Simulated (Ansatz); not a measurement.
Consider an atomisation energy of CH7AlOSi, SMILES [CH3][Al]([OH])[SiH3] (Ansatz 0.2.0 through its Python package).

Script `run_tae.py`:
```python
# -*- coding: utf-8 -*-
from collections import Counter

import ansatz as az


def total_energy(molecule, charge=0, unpaired=0):
    calc = molecule.calculation().basis(gaussian='def2-SVP').functional('PBE0', dispersion='d4')
    if charge:
        calc = calc.charge(charge)
    if unpaired:
        calc = calc.spin('collinear', total=unpaired)
    return calc.run().report['free_energy_ev']

geometry_ang = [
    ('C', [0.1494, 1.803, 0.4982]),
    ('Al', [0.2083, -0.1419, 0.5145]),
    ('O', [1.0623, -0.988, 1.8656]),
    ('Si', [-0.7115, -1.3871, -1.2155]),
    ('H', [1.1265, 2.2669, 0.4346]),
    ('H', [-0.4182, 2.2179, 1.3992]),
    ('H', [-0.4389, 2.1743, -0.4067]),
    ('H', [2.0676, -1.0472, 1.5527]),
    ('H', [-2.2256, -1.1053, -1.2027]),
    ('H', [-0.1818, -1.0198, -2.4761]),
    ('H', [-0.5728, -2.8297, -0.9432]),
]
ch7alosi = az.Crystal.molecule()
for symbol, xyz in geometry_ang:
    ch7alosi = ch7alosi.atom(symbol, xyz)

unpaired = {'C': 2, 'Al': 1, 'O': 2, 'Si': 2, 'H': 1}
counts = Counter(site.symbol for site in ch7alosi.cartesian_sites)
atom_energy = {s: total_energy(az.Crystal.molecule().atom(s, (0, 0, 0)), 0, unpaired[s]) for s in counts}
whole = total_energy(ch7alosi, 0, 0)
for s, e in atom_energy.items():
    print(f'{s:2s} x{counts[s]}  {e:14.5f} eV')
print(f'CH7AlOSi: {whole:.5f} eV')
split = sum(counts[s] * e for s, e in atom_energy.items()) - whole
print(f'atomisation energy (no zero-point term): {23.060548 * split:.1f} kcal/mol, {split / sum(counts.values()):.3f} eV an atom')
```

What does it cost to take this molecule apart into atoms?

854.3 kcal/mol from the electronic energies, without the zero-point term.

The run itself:

Running `python run_tae.py` prints:
```text
C  x1     -1027.52001 eV
Al x1     -6589.62994 eV
O  x1     -2038.81032 eV
Si x1     -7868.22521 eV
H  x7       -13.61361 eV
CH7AlOSi: -17656.52667 eV
atomisation energy (no zero-point term): 854.3 kcal/mol, 3.368 eV an atom
```

Total energies depend on the basis set; only differences at equal settings carry meaning. The geometry is a force-field or estimated start, not a minimum of this method, and the basis set is short of its limit. All parts are taken at fixed geometry, without zero-point energy. Run time: 3.1 s on 1 thread of Arm Neoverse V2 (shared host), peak memory 0.24 GiB.

(A comment or docstring line of the script was reworded after the run, the code is as it ran; lines on the test bed's own set-up are left out of the output.)
